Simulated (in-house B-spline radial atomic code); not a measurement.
**Ge¹⁸⁺: ionisation energy by several methods**

Aim: the ionisation energy of Ge¹⁸⁺ by several methods, each as the difference of two self-consistent energies (Ge¹⁸⁺ and the next ion, [Ne] 3s2 3p1).

Program: in-house B-spline radial atomic code version 1. Level of theory: non-relativistic, several functionals, spin-polarised; spherical all-electron atom at the radial basis limit. These are calculated values, not measurements, unless marked.

## 1. What is computed

| Property | Result |
| --- | --- |
| element | germanium (Z = 32) |
| charge | +18 |
| electrons | 14 |
| configuration | [Ne] 3s2 3p2 |
| nucleus | point |

The outer shells:

[Ne] 3s2 3p2
```
[Ne] core
3s [↑↓]
3p [↑ ][↑ ][  ]
```

Where spins are not typed, each open shell is filled with up spins first.

## 2. LDA (PW92)

Input settings:

```ini
Z = 32
electrons = 14.0
configuration = [Ne] 3s2 3p2
hamiltonian = nr
method = lda,pw
spin_polarised = True
```

## 3. r2SCAN, a meta-GGA

Input settings:

```ini
Z = 32
electrons = 14.0
configuration = [Ne] 3s2 3p2
hamiltonian = nr
method = r2scan
spin_polarised = True
```

## 4. PW91, a GGA

Input settings:

```ini
Z = 32
electrons = 14.0
configuration = [Ne] 3s2 3p2
hamiltonian = nr
method = pw91,pw91
spin_polarised = True
```

## 5. exchange-only LDA

Input settings:

```ini
Z = 32
electrons = 14.0
configuration = [Ne] 3s2 3p2
hamiltonian = nr
method = lda,
spin_polarised = True
```

**Question.** The tabulated ionisation energy is 706.7 ± 1 eV (semi-empirical; NIST Atomic Spectra Database). What does each method give, and which comes nearest?

As calculated:

| method | rung | total energy (hartree) | ΔSCF (eV) | −ε highest (eV) | ΔSCF less tabulated (eV) |
| --- | --- | --- | --- | --- | --- |
| LDA (PW92) | LDA | -1895.3602 | 700.00 | 678.97 (3p up) | -6.70 |
| exchange-only LDA | LDA | -1893.8914 | 698.02 | 677.05 (3p up) | -8.68 |
| PW91 | GGA | -1898.6973 | 700.47 | 679.56 (3p up) | -6.23 |
| r2SCAN | meta-GGA | -1898.5854 | 700.48 | 680.24 (3p up) | -6.22 |

Against the tabulated ionisation energy, 706.7 ± 1 eV (semi-empirical; NIST Atomic Spectra Database), the best here is r2SCAN (-6.22 eV) and the worst exchange-only LDA (-8.68 eV, or 1.2 %). Mean absolute error by rung (exchange-only levels left out): LDA 6.70 eV, GGA 6.23 eV, meta-GGA 6.22 eV. All methods miss on the same side by much the same amount, which points to something that they share. These runs lack relativity altogether, which can outweigh the gaps between the methods, so the nearest may be so by luck. These runs leave out relativity, which matters at this nuclear charge. Open shells are averaged (over orientations, and over spins where the run is restricted), while tables refer to the lowest levels.

Members of this set that are not shown: 3 used exact exchange with fractional occupations of an open shell, which is unsound here.
